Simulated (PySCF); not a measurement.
# CH9NSi2Te: the cost of one run

Computed with PySCF 2.14.0 and routines of our own; the level stands in each step. Atoms count from 0.

## (1) The starting structure

14 atoms, charge 0, multiplicity 1; geometry from: GFN2-xTB.

## (2) Relaxing the molecule at PBE0-D3(BJ)/def2-SVP

The job: settings as JSON, then the geometry in Å.

```
{"job": {"xc": "PBE0", "basis": "def2-SVP", "d3": "d3bj", "grid": 1, "maxiter": 30, "shake": 0.01, "kind": "geom"}, "charge": 0, "multiplicity": 1}
C     -2.167100    -0.033540    -0.282850
Si    -0.645890     0.170900     0.810840
Te    -0.110020     2.614590     1.032250
Si     1.096900    -1.183350     0.040950
N      2.381260    -0.134560    -0.294490
H     -2.472810    -1.046870    -0.396940
H     -3.029800     0.520840     0.128300
H     -1.993440     0.394710    -1.287970
H     -1.068640    -0.144560     2.200620
H      0.310550     2.707090    -0.548900
H      1.598210    -2.129400     1.036700
H      0.643510    -1.992810    -1.111430
H      2.196090     0.751970    -0.776360
H      3.254040    -0.510090    -0.558480
```

Launch:

```sh
> OMP_NUM_THREADS=1 python heavy_run.py task.json out
```

The driver reads the jobs from task.json and runs them one after another.

**Question.** How long does this first job take on 1 thread of Arm Neoverse V1, shared host, and how much memory does it need?

About 2.8 min, with a peak of 0.59 GiB.
